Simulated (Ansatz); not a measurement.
# Ti5Si3: further runs on the relaxed cell

Aim: for Ti5Si3, compute bands, density of states and charges.

Computed with Ansatz 0.2.0 (DFT PBEsol, scalar-relativistic, plane waves, PAW, unless a step's input says otherwise).

2 further runs of the same task are left out: 2 set aside as unsound or not needed.

## (1) Starting point

Symmetry: P6_3/mcm, No. 193, hexagonal system. The conventional cell has a = 7.404 Å, b = 7.404 Å, c = 5.068 Å, α = 90.00°, β = 90.00°, γ = 120.00°. Around Ti (site symmetry 32) lie 2 Ti at 2.53 Å and 6 Si at 2.61 Å. Ti (site symmetry m2m) has 5 Si at 2.55 to 2.75 Å as nearest neighbours. Around Si (site symmetry m2m) lie 9 Ti at 2.55 to 2.75 Å.

Structure file:

```
Ti Si
1.0
     7.40368    0.00000    0.00000
    -3.70184    6.41177    0.00000
     0.00000    0.00000    5.06832
Ti Si
10 6
Direct
  0.33333 0.66667 0.00000
  0.66667 0.33333 0.50000
  0.66667 0.33333 0.00000
  0.33333 0.66667 0.50000
  0.24965 0.00000 0.25000
  0.24965 0.24965 0.75000
  0.00000 0.24965 0.25000
  0.75035 0.00000 0.75000
  0.75035 0.75035 0.25000
  0.00000 0.75035 0.75000
  0.60762 0.00000 0.25000
  0.60762 0.60762 0.75000
  0.00000 0.60762 0.25000
  0.39238 0.00000 0.75000
  0.39238 0.39238 0.25000
  0.00000 0.39238 0.75000
```

It is the result of an earlier relaxation at this level (volume 15.04 Å³/atom; gap on the mesh: none (metal)).

## (2) Bands, states and charges

Contents of input.yaml:

```yaml
crystal:
  lattice:
    - [7.4036785954, 0.0, 0.0]
    - [-3.7018392977, 6.4117737451, 0.0]
    - [0.0, 0.0, 5.0683244161]
  atoms:
    - { symbol: Ti, position: [0.3333333333, 0.6666666667, 0.0] }
    - { symbol: Ti, position: [0.6666666667, 0.3333333333, 0.5] }
    - { symbol: Ti, position: [0.6666666667, 0.3333333333, 0.0] }
    - { symbol: Ti, position: [0.3333333333, 0.6666666667, 0.5] }
    - { symbol: Ti, position: [0.2496494429, 0.0, 0.25] }
    - { symbol: Ti, position: [0.2496494429, 0.2496494429, 0.75] }
    - { symbol: Ti, position: [0.0, 0.2496494429, 0.25] }
    - { symbol: Ti, position: [0.7503505571, 0.0, 0.75] }
    - { symbol: Ti, position: [0.7503505571, 0.7503505571, 0.25] }
    - { symbol: Ti, position: [0.0, 0.7503505571, 0.75] }
    - { symbol: Si, position: [0.6076222167, 0.0, 0.25] }
    - { symbol: Si, position: [0.6076222167, 0.6076222167, 0.75] }
    - { symbol: Si, position: [0.0, 0.6076222167, 0.25] }
    - { symbol: Si, position: [0.3923777833, 0.0, 0.75] }
    - { symbol: Si, position: [0.3923777833, 0.3923777833, 0.25] }
    - { symbol: Si, position: [0.0, 0.3923777833, 0.75] }
basis:
  ecutwfc: 420
kpoints:
  mp_grid: { grid: [6, 6, 8] }
  band_path:
    path:
      - [[0.0, 0.0, 0.0], [0.5, 0.0, 0.0], [0.33333333, 0.33333333, 0.0], [0.0, 0.0, 0.0], [0.0, 0.0, 0.5], [0.5, 0.0, 0.5], [0.33333333, 0.33333333, 0.5], [0.0, 0.0, 0.5]]
      - [[0.5, 0.0, 0.5], [0.5, 0.0, 0.0]]
      - [[0.33333333, 0.33333333, 0.5], [0.33333333, 0.33333333, 0.0]]
    npoints: 10
hamiltonian:
  xc: pbesol
scf:
  occupations: { method: gaussian, width: 0.1 }
  n_extra_bands: 40
output:
  forces: true
  stress: true
  eigenvalues: true
  populations: true
  dos: { projected: true, de: 0.02, nscf_kmesh: { grid: [9, 9, 12] } }
  bader: false
```

The run is started by

```sh
ansatz run input.yaml --threads 4 --pin off --max-ram 10240MiB --backend cpu --events-out ev --progress --plain --runs-dir out
```

Q: Predict the outcome of this session. Wanted: gap; states at the Fermi level.

**Answer**, as computed:

| quantity | value |
| --- | --- |
| gap | none (metal) |
| states at the Fermi level | 8.02 per eV per cell |

In words: There is no gap at this level. Of the projected weight within 0.25 eV of the Fermi level, the largest part is Ti 3d (94 %).
